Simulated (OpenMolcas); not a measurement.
# Mo²⁺ among point charges: CASSCF levels and susceptibility

How does a field of 6 point charges split the states of Mo²⁺, and what χT follows?

Program: OpenMolcas 26.06. Level of theory: state-averaged CASSCF, spin-orbit coupling by RASSI with atomic mean-field integrals. These are calculated values, not measurements, unless marked.

1 further run of the same task is left out (it didn't finish).

**1. The system**

| Item | Value |
| --- | --- |
| Species | Mo²⁺ (molybdenum, Z = 42, 40 electrons) |
| Basis | ANO-RCC-VDZP [6s5p3d1f], 43 functions |
| Scalar Hamiltonian | DKH2, point nucleus |
| Inactive shells | 1s 2s 2p 3s 3p 3d 4s 4p |
| Active space | 4 electrons in 5 orbitals (4d) |
| Some configurations of this space | 4d4 |
| Orbitals | optimised for each spin and parity, averaged over all roots |

Outer shells as boxes (Hund's rule):

4d4
```
4d [↑ ][↑ ][↑ ][↑ ][  ]
```

The ion sits among 6 point charges of -1.5 e arranged as a trigonal antiprism (D3d), 1.91 Å from the ion, with a polar angle of 70.6° against the regular 54.74°. The active orbitals were held to one l.

Each step is its own input file, run in one work folder so that later steps find the files of earlier ones. Labels, J, g values, rates, χT and fits are worked out afterwards by a script from the matrices that RASSI stores. The input lists half of the charges; inversion (Group=XYZ) makes the rest.

**2. One- and two-electron integrals**

a.inp

```
&GATEWAY
Coord
1

Mo 0.0 0.0 0.0
Basis=ANO-RCC-VDZP
Group=XYZ
NoMove
AngMom=0.0 0.0 0.0
AMFI
XField
3 Angstrom 0
0.000000 1.801654 0.634147 -1.500000
1.560278 -0.900827 0.634147 -1.500000
1.560278 0.900827 -0.634147 -1.500000
&SEWARD
```

What it wrote:

```text
Basis set label: MO.ANO-RCC...6S5P3D1F.

      Electronic valence basis set:
      ------------------
      Associated Effective Charge  42.000000 au
      Associated Actual Charge     42.000000 au
      Nuclear Model: Point charge

      Shell  nPrim  nBasis  Cartesian Spherical Contaminant
         s      21       6        X
         p      18       5        X
         d      13       3                 X
         f       6       1                 X
                  Relativistic Douglas-Kroll-Hess integrals:
                    - DKH order of Hamiltonian: 2
                    - DKH order of Properties : 0
                  Atomic mean-field integrals
```

**3. Reference wave functions, quintets of even parity, 5 roots**

a.inp

```
&RASSCF
FileOrb=start.orb
Symmetry=1
Spin=5
nActEl=4 0 0
Inactive=9 9
Ras2=5 0
CIRoot=5 5 1
SDav=5
CIMx=300
Iter=120 100
PrWF=0.3
OrbListing=Nothing
MaxOrb=0
SupSym
1
15 4 5 6 7 8 10 11 12 13 14 17 18 19 20 21
0
>>> COPY $Project.JobIph JOB001
```

start.orb holds the contracted functions of the basis, ordered by shell, or the orbitals of the step before.

What it wrote:

```text
Wave function specifications:
      -----------------------------

      Number of closed shell electrons          36
      Number of electrons in active shells       4
      Max number of holes in RAS1 space          0
      Max nr of electrons in RAS3 space          0
      Number of inactive orbitals               18
      Number of active orbitals                  5
      Number of secondary orbitals              20
      Spin quantum number                      2.0
      State symmetry                             1
Orbital specifications:
      -----------------------

      Symmetry species                           1   2
                                                ag  au
      Frozen orbitals                            0   0
      Inactive orbitals                          9   9
      Active orbitals                            5   0
      RAS1 orbitals                              0   0
      RAS2 orbitals                              5   0
      RAS3 orbitals                              0   0
      Secondary orbitals                         7  13
      Deleted orbitals                           0   0
      Number of basis functions                 21  22
      Number of CSFs                             5
      Number of root(s) required                 5
      Iter CI   SX   CI       RASSCF       Energy    max ROT     max BLB   max BLB  Level Ln srch  Step   QN
          iter iter root      energy       change     param      element    value   shift minimum  type update
 Nr of preliminary CI iterations:   1
      Total energies have been shifted. Add                -4000.00 au
        1   1    7    0   -49.91407810    0.00E+00   1.26E-01*   7  13 2 -1.30E-01*  0.00   0.00    SX    NO
        2   1    7    0   -49.95430745   -4.02E-02*  5.44E-02    9  15 2  6.83E-02*  0.00   0.00    SX    NO
        3   1    7    0   -49.95852616   -4.22E-03*  2.38E-02    7  13 2 -3.38E-02*  0.00   0.00    SX    NO
        4   1    7    0   -49.95967896   -1.15E-03*  1.44E-02    9  15 2  1.93E-02*  0.00   0.00    SX    NO
        5   1    7    0   -49.96003316   -3.54E-04*  5.13E-03    7  13 2 -1.09E-02*  0.00   0.63    QN   YES
        6   1    5    0   -49.96021562   -1.82E-04*  1.59E-04    7  13 2 -2.91E-04*  0.00   1.03    QN   YES
        7   1    4    0   -49.96021577   -1.50E-07* -7.86E-06    9  15 2  1.62E-05   0.00   1.00    QN   YES
        8   1    3    0   -49.96021577   -2.82E-10   1.85E-06    9  15 2  3.12E-06   0.00   1.24    QN   YES
      Convergence after  8 iterations
        9   1    3    0   -49.96021577   -1.27E-11   1.85E-06    7  20 2  5.62E-08   0.00   1.24    QN   YES
      Natural orbitals and occupation numbers for root  1
      sym 1:   0.000000   1.000000   1.000000   1.000000   1.000000
      Natural orbitals and occupation numbers for root  2
      sym 1:  -0.000000   1.000000   1.000000   1.000000   1.000000
      Natural orbitals and occupation numbers for root  3
      sym 1:   1.000000   0.000000   1.000000   1.000000   1.000000
::    RASSCF root number  1 Total energy:  -4050.03280875
::    RASSCF root number  2 Total energy:  -4050.03280874
::    RASSCF root number  3 Total energy:  -4049.91777565
::    RASSCF root number  4 Total energy:  -4049.91777564
::    RASSCF root number  5 Total energy:  -4049.89991010
```

**4. CASSCF: triplets of even parity, 45 roots**

a.inp

```
&RASSCF
FileOrb=start.orb
Symmetry=1
Spin=3
nActEl=4 0 0
Inactive=9 9
Ras2=5 0
CIRoot=45 45 1
SDav=45
CIMx=300
Iter=120 100
PrWF=0.3
OrbListing=Nothing
MaxOrb=0
SupSym
1
15 4 5 6 7 8 10 11 12 13 14 17 18 19 20 21
0
>>> COPY $Project.JobIph JOB002
```

What it wrote:

```text
Wave function specifications:
      -----------------------------

      Number of closed shell electrons          36
      Number of electrons in active shells       4
      Max number of holes in RAS1 space          0
      Max nr of electrons in RAS3 space          0
      Number of inactive orbitals               18
      Number of active orbitals                  5
      Number of secondary orbitals              20
      Spin quantum number                      1.0
      State symmetry                             1
Orbital specifications:
      -----------------------

      Symmetry species                           1   2
                                                ag  au
      Frozen orbitals                            0   0
      Inactive orbitals                          9   9
      Active orbitals                            5   0
      RAS1 orbitals                              0   0
      RAS2 orbitals                              5   0
      RAS3 orbitals                              0   0
      Secondary orbitals                         7  13
      Deleted orbitals                           0   0
      Number of basis functions                 21  22
      Number of CSFs                            45
      Number of root(s) required                45
      Iter CI   SX   CI       RASSCF       Energy    max ROT     max BLB   max BLB  Level Ln srch  Step   QN
          iter iter root      energy       change     param      element    value   shift minimum  type update
 Nr of preliminary CI iterations:   1
      Total energies have been shifted. Add                -4000.00 au
        1   1    6    0   -49.86136078    0.00E+00  -1.62E-02   11  18 1 -9.68E-03*  0.00   0.00    SX    NO
        2   1    7    0   -49.86189400   -5.33E-04*  7.36E-03    7  15 2 -1.14E-02*  0.00   0.00    SX    NO
        3   1    6    0   -49.86198573   -9.17E-05*  4.72E-03    8  14 2  5.04E-03*  0.00   0.00    SX    NO
        4   1    6    0   -49.86201570   -3.00E-05*  2.77E-03    7  15 2 -3.33E-03*  0.00   0.00    SX    NO
        5   1    6    0   -49.86202652   -1.08E-05*  1.04E-03    8  14 2  1.94E-03*  0.00   0.63    QN   YES
        6   1    4    0   -49.86203259   -6.07E-06*  4.25E-06    4  19 1  5.03E-06   0.00   1.00    QN   YES
        7   1    3    0   -49.86203259   -1.11E-10  -3.76E-07    7  12 2  1.29E-06   0.00   1.08    QN   YES
      Convergence after  7 iterations
        8   1    3    0   -49.86203259   -4.09E-12  -3.76E-07    7  12 2  1.69E-07   0.00   1.08    QN   YES
      Natural orbitals and occupation numbers for root  1
      sym 1:   0.020225   1.000007   1.959536   0.020225   1.000007
      Natural orbitals and occupation numbers for root  2
      sym 1:   0.011655   1.962336   0.994215   0.026511   1.005283
      Natural orbitals and occupation numbers for root  3
      sym 1:   0.018755   1.962368   0.994397   0.019384   1.005096
::    RASSCF root number  1 Total energy:  -4050.04438606
::    RASSCF root number  2 Total energy:  -4050.03857344
::    RASSCF root number  3 Total energy:  -4050.03857343
::    RASSCF root number  4 Total energy:  -4049.97243206
::    RASSCF root number  5 Total energy:  -4049.96622412
::    RASSCF root number  6 Total energy:  -4049.96622410
::    RASSCF root number  7 Total energy:  -4049.96039725
::    RASSCF root number  8 Total energy:  -4049.96039724
::    RASSCF root number  9 Total energy:  -4049.95870698
::    RASSCF root number 10 Total energy:  -4049.95800009
::    RASSCF root number 11 Total energy:  -4049.95800008
::    RASSCF root number 12 Total energy:  -4049.95399926
::    RASSCF root number 13 Total energy:  -4049.94773011
::    RASSCF root number 14 Total energy:  -4049.94303236
::    RASSCF root number 15 Total energy:  -4049.94303235
::    RASSCF root number 16 Total energy:  -4049.92685529
::    RASSCF root number 17 Total energy:  -4049.92624915
::    RASSCF root number 18 Total energy:  -4049.92593980
::    RASSCF root number 19 Total energy:  -4049.92593980
::    RASSCF root number 20 Total energy:  -4049.91111006
::    RASSCF root number 21 Total energy:  -4049.91111005
::    RASSCF root number 22 Total energy:  -4049.86388800
::    RASSCF root number 23 Total energy:  -4049.84752552
::    RASSCF root number 24 Total energy:  -4049.84752551
::    RASSCF root number 25 Total energy:  -4049.83796655
::    RASSCF root number 26 Total energy:  -4049.83796655
::    RASSCF root number 27 Total energy:  -4049.83261592
::    RASSCF root number 28 Total energy:  -4049.83177655
::    RASSCF root number 29 Total energy:  -4049.82463546
::    RASSCF root number 30 Total energy:  -4049.82463546
```

**5. CASSCF: singlets of even parity, 50 roots**

a.inp

```
&RASSCF
FileOrb=start.orb
Symmetry=1
Spin=1
nActEl=4 0 0
Inactive=9 9
Ras2=5 0
CIRoot=50 50 1
SDav=50
CIMx=300
Iter=120 100
PrWF=0.3
OrbListing=Nothing
MaxOrb=0
SupSym
1
15 4 5 6 7 8 10 11 12 13 14 17 18 19 20 21
0
>>> COPY $Project.JobIph JOB003
```

What it wrote:

```text
Wave function specifications:
      -----------------------------

      Number of closed shell electrons          36
      Number of electrons in active shells       4
      Max number of holes in RAS1 space          0
      Max nr of electrons in RAS3 space          0
      Number of inactive orbitals               18
      Number of active orbitals                  5
      Number of secondary orbitals              20
      Spin quantum number                      0.0
      State symmetry                             1
Orbital specifications:
      -----------------------

      Symmetry species                           1   2
                                                ag  au
      Frozen orbitals                            0   0
      Inactive orbitals                          9   9
      Active orbitals                            5   0
      RAS1 orbitals                              0   0
      RAS2 orbitals                              5   0
      RAS3 orbitals                              0   0
      Secondary orbitals                         7  13
      Deleted orbitals                           0   0
      Number of basis functions                 21  22
      Number of CSFs                            50
      Number of root(s) required                50
      Iter CI   SX   CI       RASSCF       Energy    max ROT     max BLB   max BLB  Level Ln srch  Step   QN
          iter iter root      energy       change     param      element    value   shift minimum  type update
 Nr of preliminary CI iterations:   1
      Total energies have been shifted. Add                -4000.00 au
        1   1    6    0   -49.81327271    0.00E+00   7.46E-03   10  21 1  5.35E-03*  0.00   0.00    SX    NO
        2   1    6    0   -49.81340066   -1.28E-04*  3.40E-03    7  15 2 -5.59E-03*  0.00   0.00    SX    NO
        3   1    6    0   -49.81342304   -2.24E-05*  2.18E-03    9  13 2  2.55E-03*  0.00   0.00    SX    NO
        4   1    6    0   -49.81343073   -7.69E-06*  1.32E-03    7  15 2 -1.72E-03*  0.00   0.00    SX    NO
        5   1    6    0   -49.81343363   -2.90E-06*  5.04E-04    7  15 2  1.03E-03*  0.00   0.62    QN   YES
        6   1    3    0   -49.81343538   -1.75E-06* -2.09E-06    7  12 2  2.55E-06   0.00   1.00    QN   YES
        7   1    2    0   -49.81343538   -2.36E-11  -2.88E-07    7  12 2  7.53E-07   0.00   1.12    QN   YES
      Convergence after  7 iterations
        8   1    2    0   -49.81343538    4.09E-12  -2.88E-07    7  15 2  5.96E-08   0.00   1.12    QN   YES
      Natural orbitals and occupation numbers for root  1
      sym 1:   1.848914   0.018022   1.848914   0.018022   0.266128
      Natural orbitals and occupation numbers for root  2
      sym 1:   1.938710   0.011319   0.885386   0.036691   1.127894
      Natural orbitals and occupation numbers for root  3
      sym 1:   1.953295   0.014214   1.019946   0.033171   0.979374
::    RASSCF root number  1 Total energy:  -4050.01126998
::    RASSCF root number  2 Total energy:  -4050.00856807
::    RASSCF root number  3 Total energy:  -4050.00856806
::    RASSCF root number  4 Total energy:  -4050.00360692
::    RASSCF root number  5 Total energy:  -4050.00360692
::    RASSCF root number  6 Total energy:  -4049.97552017
::    RASSCF root number  7 Total energy:  -4049.92829563
::    RASSCF root number  8 Total energy:  -4049.92829562
::    RASSCF root number  9 Total energy:  -4049.92643598
::    RASSCF root number 10 Total energy:  -4049.92580992
::    RASSCF root number 11 Total energy:  -4049.92309331
::    RASSCF root number 12 Total energy:  -4049.92309331
::    RASSCF root number 13 Total energy:  -4049.91435258
::    RASSCF root number 14 Total energy:  -4049.91435257
::    RASSCF root number 15 Total energy:  -4049.90712961
::    RASSCF root number 16 Total energy:  -4049.89034932
::    RASSCF root number 17 Total energy:  -4049.88544092
::    RASSCF root number 18 Total energy:  -4049.88000840
::    RASSCF root number 19 Total energy:  -4049.87654175
::    RASSCF root number 20 Total energy:  -4049.87654175
::    RASSCF root number 21 Total energy:  -4049.86494744
::    RASSCF root number 22 Total energy:  -4049.86494742
::    RASSCF root number 23 Total energy:  -4049.82939807
::    RASSCF root number 24 Total energy:  -4049.82939807
::    RASSCF root number 25 Total energy:  -4049.81549219
::    RASSCF root number 26 Total energy:  -4049.81549218
::    RASSCF root number 27 Total energy:  -4049.80997025
::    RASSCF root number 28 Total energy:  -4049.79604668
::    RASSCF root number 29 Total energy:  -4049.79254374
::    RASSCF root number 30 Total energy:  -4049.79009043
```

[end of part 1 of 2]
